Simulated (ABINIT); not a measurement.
# TiTe (P6_3mc) in ABINIT: single point with LDA

Aim: the single point of TiTe with LDA.

Program: ABINIT 10.8.3 (patched build). These are calculated values, not measurements. Logs are shortened: lines on timing, memory, paths and dates and some standing lists are left out, and cuts for length are marked. The log counts tension as positive stress, the text compression.

### Step 1. The crystal as given

The structure is hexagonal, space group P6_3mc (No. 186). The conventional cell has a = 4.677 Å, b = 4.677 Å, c = 7.660 Å, α = 90.00°, β = 90.00°, γ = 120.00°. Around Ti (site symmetry 3m) lie 4 Te at 2.87 Å. Te (site symmetry 3m) is surrounded by 4 Ti at 2.87 Å.

The cell comes from a database or a generator and needn't be the stable form of this composition.

### Step 2. Single point, LDA

run.abi reads:

```
# Pseudopotentials
pp_dirpath "./"
pseudos "Ti.LDA_PW-JTH.xml, Te.LDA_PW-JTH.xml"

# Structure
acell 4.67733053 4.6773305267 7.66038748 Angstrom
rprim
     1.0000000000     0.0000000000     0.0000000000
    -0.4999999993     0.8660254042     0.0000000000
     0.0000000000     0.0000000000     1.0000000000
ntypat 2
znucl 22 52
natom 4
typat 1 1 2 2
xcart
     4.4194368512     2.5515630533     0.0000000000
     0.0000000063     5.1031261066     7.2380171729
     4.4194368512     2.5515630533     9.0504166729
     0.0000000063     5.1031261066     1.8123995001

# Plane-wave basis
ecut 15.0
pawecutdg 30.0

# k points
kptopt 1
ngkpt 5 5 3
nshiftk 1
shiftk 0.0 0.0 0.0

# Exchange and correlation
ixc 7

# Bands and occupations
nband 22
occopt 3
tsmear 0.05 eV

# SCF cycle
nstep 100
tolvrs 1.0e-9

# Output
iomode 3
prtwf 0
prtden 0
prteig 0
prtebands 0
enunit 2
prtvol 2
```

Potentials or basis: JTH PAW LDA v2.0.

Command:

```
abinit run.abi > log 2>&1
```

run.abo:

```text
.Version 10.8.3 of ABINIT
 Symmetries : space group P6_3 m c (#186); Bravais hP (primitive hexag.)
================================================================================
 Values of the parameters that define the memory need of the present run
     intxc =       0    ionmov =       0      iscf =      17    lmnmax =      18
     lnmax =       6     mgfft =      54  mpssoang =       3    mqgrid =    3570
     natom =       4  nloc_mem =       2    nspden =       1   nspinor =       1
    nsppol =       1      nsym =      12    n1xccc =       1    ntypat =       2
    occopt =       3   xclevel =       1
       mpw =        2731          nfft =       55296          nkpt =          10
 PAW method is used; the additional fine FFT grid is defined by:
   mgfftf=        72    nfftf =    145800
================================================================================
================================================================================

--------------------------------------------------------------------------------
------------- Echo of variables that govern the present computation ------------
--------------------------------------------------------------------------------
 -outvars: echo values of preprocessed input variables --------
            acell      8.8388737020E+00  8.8388736958E+00  1.4476034356E+01 Bohr
              amu      4.78800000E+01  1.27600000E+02
             ecut      1.50000000E+01 Hartree
           enunit           2
              ixc           7
         kptrlatt        5    0    0      0    5    0      0    0    3
          kptrlen      4.34281031E+01
            natom           4
            nband          22
            ngfft          32      32      54
          ngfftdg          45      45      72
             nkpt          10
            nstep         100
             nsym          12
           ntypat           2
           occopt           3
        pawecutdg      3.00000000E+01 Hartree
           prtden           0
        prtebands           0
           prteig           0
           prtvol           2
            prtwf           0
            rprim      1.0000000000E+00  0.0000000000E+00  0.0000000000E+00
                      -4.9999999930E-01  8.6602540420E-01  0.0000000000E+00
                       0.0000000000E+00  0.0000000000E+00  1.0000000000E+00
          spgroup         186
           tolvrs      1.00000000E-09
           tsmear      1.83746611E-03 Hartree
            typat      1  1  2  2
           useylm           1
           xangst      2.3386652659E+00  1.3502290186E+00 -2.5752078328E-09
                       2.5342840792E-09  2.7004580386E+00  3.8301937374E+00
                       2.3386652659E+00  1.3502290186E+00  4.7892742493E+00
                       2.5342840792E-09  2.7004580386E+00  9.5908050925E-01
            xcart      4.4194368527E+00  2.5515630524E+00 -4.8664375212E-09
                       4.7891028350E-09  5.1031261075E+00  7.2380171729E+00
                       4.4194368527E+00  2.5515630524E+00  9.0504166730E+00
[... 338 lines left out ...]
  -2.44086   -2.17110   -2.01511   -1.99862   -1.89469   -1.79734
 kpt#   9, nband= 22, wtk=  0.16000, kpt=  0.2000  0.2000  0.3333 (reduced coord)
 -59.35120  -59.35116  -35.92993  -35.92865  -35.92370  -35.92356  -35.92229  -35.92188
 -13.75715  -13.63965   -6.34815   -6.25075   -5.41567   -5.35602   -5.13117   -4.93432
  -2.39311   -2.21280   -2.07987   -1.95316   -1.94412   -1.65725
 kpt#  10, nband= 22, wtk=  0.16000, kpt=  0.4000  0.2000  0.3333 (reduced coord)
 -59.35115  -59.35114  -35.92952  -35.92904  -35.92435  -35.92417  -35.92287  -35.92239
 -13.63698  -13.59314   -6.45281   -6.36097   -5.61499   -5.47386   -5.05064   -4.93083
  -2.37242   -2.32846   -2.13834   -2.12281   -1.83144   -1.78256
 Total charge density [el/Bohr^3]
)     Maximum=    1.4319E+00  at reduced coord.    0.3333    0.6667    0.5000
)Next maximum=    1.4319E+00  at reduced coord.    0.6667    0.3333    0.0000
)     Minimum=   -2.7005E-02  at reduced coord.    0.3333    0.6667    0.1250
)Next minimum=   -2.7005E-02  at reduced coord.    0.6667    0.3333    0.6250
   Integrated=    3.6000E+01

--- !EnergyTerms
iteration_state     : {dtset: 1, }
comment             : Components of total free energy in Hartree
kinetic             :  2.02157300232150E+01
hartree             :  4.22489126681685E+01
xc                  : -1.43791535613107E+01
Ewald energy        : -7.50972810607616E+01
psp_core            :  9.84439297408561E+00
local_psp           : -1.13989867256287E+02
PAW spherical_terms : -3.11213230009623E+00
internal            : -1.34269398512986E+02
'-kT*entropy'       : -4.03469625363919E-03
total_energy        : -1.34273433209240E+02
total_energy_eV     : -3.65376625363056E+03
...

--- !EnergyTermsDC
iteration_state     : {dtset: 1, }
comment             : '"Double-counting" decomposition of free energy'
band_energy         : -2.93758714983745E+01
Ewald energy        : -7.50972810607616E+01
psp_core            :  9.84439297408561E+00
xc_dc               : -4.36174035736032E+01
PAW spherical_terms :  3.97677271526531E+00
internal            : -1.34269390443388E+02
'-kT*entropy'       : -4.03469625363919E-03
total_energy_dc     : -1.34273425139642E+02
total_energy_dc_eV  : -3.65376603404561E+03
...

--- !EnergyTermsWithPAWCore
iteration_state     : {dtset: 1, }
comment             : 'Components of total free energy, including PAW core contributions'
Total energy        : -1.52819355892220E+04
Total energy DC     : -1.52819355811524E+04
Total energy (eV)   : -4.15842651904523E+05
Total energy DC (eV): -4.15842651684938E+05
...

 Cartesian components of stress tensor (hartree/bohr^3)
  sigma(1 1)=  2.97181719E-04  sigma(3 2)=  0.00000000E+00
  sigma(2 2)=  2.97181724E-04  sigma(3 1)=  0.00000000E+00
  sigma(3 3)=  2.99350577E-04  sigma(2 1)= -1.25797066E-11

-Cartesian components of stress tensor (GPa)         [Pressure= -8.7647E+00 GPa]
- sigma(1 1)=  8.74338803E+00  sigma(3 2)=  0.00000000E+00
- sigma(2 2)=  8.74338817E+00  sigma(3 1)=  0.00000000E+00
- sigma(3 3)=  8.80719805E+00  sigma(2 1)= -3.70107746E-07

== END DATASET(S) ==============================================================
================================================================================

 -outvars: echo values of variables after computation  --------
            acell      8.8388737020E+00  8.8388736958E+00  1.4476034356E+01 Bohr
           etotal     -1.3427342514E+02
            fcart     -3.2169634407E-26  1.1537864105E-25 -2.3725655947E-03
                       3.8018658845E-26 -8.7237509100E-26 -2.3725655947E-03
                       1.4622561094E-26 -1.6884679349E-27  2.3725655947E-03
                      -2.0471585532E-26 -2.6452664011E-26  2.3725655947E-03
            rprim      1.0000000000E+00  0.0000000000E+00  0.0000000000E+00
                      -4.9999999930E-01  8.6602540420E-01  0.0000000000E+00
                       0.0000000000E+00  0.0000000000E+00  1.0000000000E+00
           strten      2.9718171891E-04  2.9718172359E-04  2.9935057714E-04
                       0.0000000000E+00  0.0000000000E+00 -1.2579706603E-11
           xangst      2.3386652659E+00  1.3502290186E+00 -2.5752078328E-09
                       2.5342840792E-09  2.7004580386E+00  3.8301937374E+00
                       2.3386652659E+00  1.3502290186E+00  4.7892742493E+00
                       2.5342840792E-09  2.7004580386E+00  9.5908050925E-01
             xred      6.6666666634E-01  3.3333333299E-01 -3.3617200690E-10
                       3.3333333300E-01  6.6666666633E-01  4.9999999966E-01
                       6.6666666634E-01  3.3333333299E-01  6.2519999958E-01
                       3.3333333300E-01  6.6666666633E-01  1.2519999958E-01
 Calculation completed.
```

Run time: 37 s. Hardware: 1 thread of Intel Xeon Platinum 8488C (Sapphire Rapids), shared host; peak memory 0.11 GiB.

Results:

```yaml
Free_energy: -3653.7660 eV
Pressure: -8.8 GPa
Largest_force: 0.122 eV/Å
Band_gap_on_the_k_mesh: none (metal or under the smearing width)
Valence_electrons_inside_the_program's_atomic_spheres: Ti 10.03; Te 3.19
```

Forces on the atoms (eV/Å):
```
Ti   0.000  0.000 -0.122
Ti   0.000  0.000 -0.122
Te   0.000  0.000  0.122
Te   0.000  0.000  0.122
```

Spin-orbit coupling is left out, which matters for the levels of Te.
